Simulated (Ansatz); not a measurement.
# TaN (quintet): wave-function methods side by side, def2-QZVPP

The task here is to estimate one member of a computed series from the others.

Program: Ansatz 0.2.0, Gaussian basis. Level of theory: def2-QZVPP, core rule «outside noble gas», up to 5 orbitals frozen. These are calculated values, not measurements.

The runs, in order: UHF; ROHF; CCSD(T) on UHF.

2 further runs of the same task are left out: 2 set aside as unsound or not needed.

## The system

The geometry is a PBE0/def2-TZVP stationary point (not a proven minimum) of the parent state, kept for this charge and spin. No spin-orbit coupling is included. Elements past krypton take def2 core potentials.

2 atoms, charge 0, spin multiplicity 5.

Atoms are counted from 1 here; the program's logs count them from 0.

Bond lengths: Ta1–N2 1.681 Å.

The first run:

Input file in.yaml:

```yaml
crystal:
  periodic: [false, false, false]
  atoms:
    - {symbol: Ta, position_ang: [0.000000, 0.000000, 0.000000]}
    - {symbol: N, position_ang: [0.000000, 0.000000, 1.681000]}
basis:
  gaussian: {orbitals: "def2-QZVPP.json"}
magnetization: {spin_polarized: true, initial_magnetization: 4}
hamiltonian: {xc: hf}
output: {orbitals: {seedname: orbitals}}
```

Command:

```
$ ansatz run in.yaml --threads 1 --pin off --events-out ev --progress --plain --max-ram 4096MiB --backend cpu
```

Steps of the session up to this table: UHF; ROHF; CCSD(T) on UHF.

One table of the session follows, with a row left open; its other results are not shown here.

| method | from UCCSD(T) (meV) |
| --- | --- |
| ROHF | +8780.0 |
| UHF | +8510.9 |
| UMP2 | ? |
| UCCSD | +529.9 |
| UCCSD(T) | 0 |

Estimate the missing values for UMP2.

As computed: from UCCSD(T) (meV): +613.4. In the column «from UCCSD(T) (meV)» it lies between UCCSD (+529.9) and UHF (+8510.9).
